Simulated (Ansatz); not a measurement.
# CH2FNSi: single points off equilibrium

Aim: energy, forces and dipole at a structure displaced at random from a GFN2-xTB minimum, from CCSD(T) and from density functionals.

Computed with Ansatz 0.2.0, Gaussian basis. Level: single points in def2-TZVPP.

Cores are frozen in the correlated methods.

## (1) Where the work starts

SMILES `NC#[Si]F`, 6 atoms, charge 0, spin multiplicity 1.

Atoms are counted from 1 here; the program's logs count them from 0.

Bond lengths: N1–C2 1.294 Å, N1–H5 1.013 Å, N1–H6 0.996 Å, C2–Si3 1.729 Å, Si3–F4 1.636 Å. Angles: C2–N1–H5 123.8°, C2–N1–H6 122.6°, H5–N1–H6 112.9°, N1–C2–Si3 138.7°, C2–Si3–F4 115.4°.

As a file:

```
N     0.1371    1.1572    0.2124
C    -0.2734   -0.0378   -0.0670
Si    0.3621   -1.6437   -0.1537
F    -0.6982   -2.7928   -0.6338
H     0.4695    1.8159   -0.4815
H     0.0252    1.5668    1.1133
```

## (2) CCSD(T)/def2-TZVPP

The input, run/in.yaml:

```yaml
crystal:
  periodic: [false, false, false]
  atoms:
    - {symbol: N, position_ang: [0.137100, 1.157200, 0.212400]}
    - {symbol: C, position_ang: [-0.273400, -0.037800, -0.067000]}
    - {symbol: Si, position_ang: [0.362100, -1.643700, -0.153700]}
    - {symbol: F, position_ang: [-0.698200, -2.792800, -0.633800]}
    - {symbol: H, position_ang: [0.469500, 1.815900, -0.481500]}
    - {symbol: H, position_ang: [0.025200, 1.566800, 1.113300]}
basis:
  gaussian: {orbitals: def2-TZVPP}
correlation: {method: ccsd_t}
output: {forces: true}
```

No record of the launch command was kept for these runs.

## (3) PBE0-D4/def2-TZVPP

Edit run/in.yaml of step 2 so:

```diff
@@ -11,3 +11,3 @@
   gaussian: {orbitals: def2-TZVPP}
-correlation: {method: ccsd_t}
-output: {forces: true}
+hamiltonian: {xc: pbe0, dispersion: d4}
+output: {forces: true, orbitals: {seedname: orbitals}}
```

## (4) wB97M-V/def2-TZVPP

Edit run/in.yaml of step 3 so:

```diff
@@ -11,3 +11,3 @@
   gaussian: {orbitals: def2-TZVPP}
-hamiltonian: {xc: pbe0, dispersion: d4}
-output: {forces: true, orbitals: {seedname: orbitals}}
+hamiltonian: {xc: {name: wB97M-V}}
+output: {forces: true}
```

## (5) r2SCAN-D4/def2-TZVPP

Edit run/in.yaml of step 4 so:

```diff
@@ -11,3 +11,3 @@
   gaussian: {orbitals: def2-TZVPP}
-hamiltonian: {xc: {name: wB97M-V}}
+hamiltonian: {xc: r2scan, dispersion: d4}
 output: {forces: true}
```

## (6) PBE-D4/def2-TZVPP

Edit run/in.yaml of step 5 so:

```diff
@@ -11,3 +11,3 @@
   gaussian: {orbitals: def2-TZVPP}
-hamiltonian: {xc: r2scan, dispersion: d4}
+hamiltonian: {xc: pbe, dispersion: d4}
 output: {forces: true}
```

## (7) BHLYP-D4/def2-TZVPP

Edit run/in.yaml of step 6 so:

```diff
@@ -11,3 +11,3 @@
   gaussian: {orbitals: def2-TZVPP}
-hamiltonian: {xc: pbe, dispersion: d4}
+hamiltonian: {xc: {name: BHLYP}, dispersion: d4}
 output: {forces: true}
```

## (8) HSE06-D4/def2-TZVPP

Edit run/in.yaml of step 7 so:

```diff
@@ -11,3 +11,3 @@
   gaussian: {orbitals: def2-TZVPP}
-hamiltonian: {xc: {name: BHLYP}, dispersion: d4}
+hamiltonian: {xc: hse06, dispersion: d4}
 output: {forces: true}
```

(Steps that only read results are left out.)

Q: Predict the outcome of this session. Wanted: energy less free atoms, CCSD(T)/def2-TZVPP; RMS force component; RMS force error; HOMO and LUMO, PBE0-D4; T1 diagnostic.

**Answer**, as computed:

```
                                  quantity                                                                                             value
energy less free atoms, CCSD(T)/def2-TZVPP                                                                                    -2098.7 kJ/mol
                       RMS force component                                                              0.434 to 0.609 eV/Å over the methods
                           RMS force error  PBE0-D4 0.270, wB97M-V 0.243, r2SCAN-D4 0.200, PBE-D4 0.312, BHLYP-D4 0.392, HSE06-D4 0.267 eV/Å
                    HOMO and LUMO, PBE0-D4                                                                                -6.26 and -2.05 eV
                             T1 diagnostic                                                                                             0.025
```

**Reading.** Against CCSD(T) the functionals' energies less atoms differ by -196.7 to +27.8 kJ/mol, PBE-D4 by -196.7 kJ/mol. The reference is not at the basis limit: in triple zeta CCSD(T) underbinds, which counts against methods that bind more; the gaps are no ranking. For forces r2SCAN-D4 does best and BHLYP-D4 worst. Frozen-core CCSD(T) forces in triple zeta carry basis errors of their own, and this is one geometry, so small gaps rank nothing. The T1 diagnostic is large here, over the usual mark for main-group molecules (transition-metal compounds often pass it harmlessly), so CCSD(T) itself may be off. The restricted Hartree–Fock reference is unstable towards an unrestricted one at one or more of these structures.
